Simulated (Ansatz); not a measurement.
Crystal: Pd3I.

```
CELL_PARAMETERS angstrom
-2.14695 2.14695 3.87591
2.14695 -2.14695 3.87591
2.14695 2.14695 -3.87591
ATOMIC_POSITIONS crystal
I 0.00000 0.00000 0.00000
Pd 0.50000 0.50000 0.00000
Pd 0.25000 0.75000 0.50000
Pd 0.75000 0.25000 0.50000
```

The cell comes from a database or a generator and needn't be the stable form of this composition.

| Property | Result |
| --- | --- |
| Program | Ansatz 0.2.0 |
| Task | relaxation of cell and atoms |
| Functional | PBE |
| Dispersion | D3(BJ) |
| Potentials or basis | Ansatz PAW |
| Cutoff | 420 eV (not typed: the program's choice for these potentials) |
| k mesh | 9 × 9 × 9 |
| Occupations | fermi-dirac, width 0.05 eV |
| Spin | no spin polarisation |

At the start: volume 17.87 Å³/atom.

Problem. Where does the relaxation end?

Solution. It ends after 4 steps and the volume is 17.00 Å³/atom (-4.8 %); space group I4/mmm (No. 139, to 0.05 Å).

Step by step:
```tsv
step	energy change (eV)	largest force (eV/Å)	volume (Å³)
1	0.0000	0.0000	71.46
2	-0.0645	0.0000	68.61
3	-0.0670	0.0000	68.00
4	-0.0656	0.0000	68.00
```

Final structure:
```yaml
crystal:
  lattice:
    - [-2.11054, 2.11054, 3.81646]
    - [2.11054, -2.11054, 3.81646]
    - [2.11054, 2.11054, -3.81646]
  atoms:
    - { symbol: I, position: [0.00000, 0.00000, 0.00000] }
    - { symbol: Pd, position: [0.50000, 0.50000, 0.00000] }
    - { symbol: Pd, position: [0.25000, 0.75000, 0.50000] }
    - { symbol: Pd, position: [0.75000, 0.25000, 0.50000] }
```

Caveat: the plane-wave basis is chosen anew once the cell has moved, so the energies of steps on either side of that aren't comparable; an odd number of electrons without spin polarisation forces a metal; a magnetic or distorted state may lie lower; pairwise dispersion overbinds metals, which lowers pressure and volume.
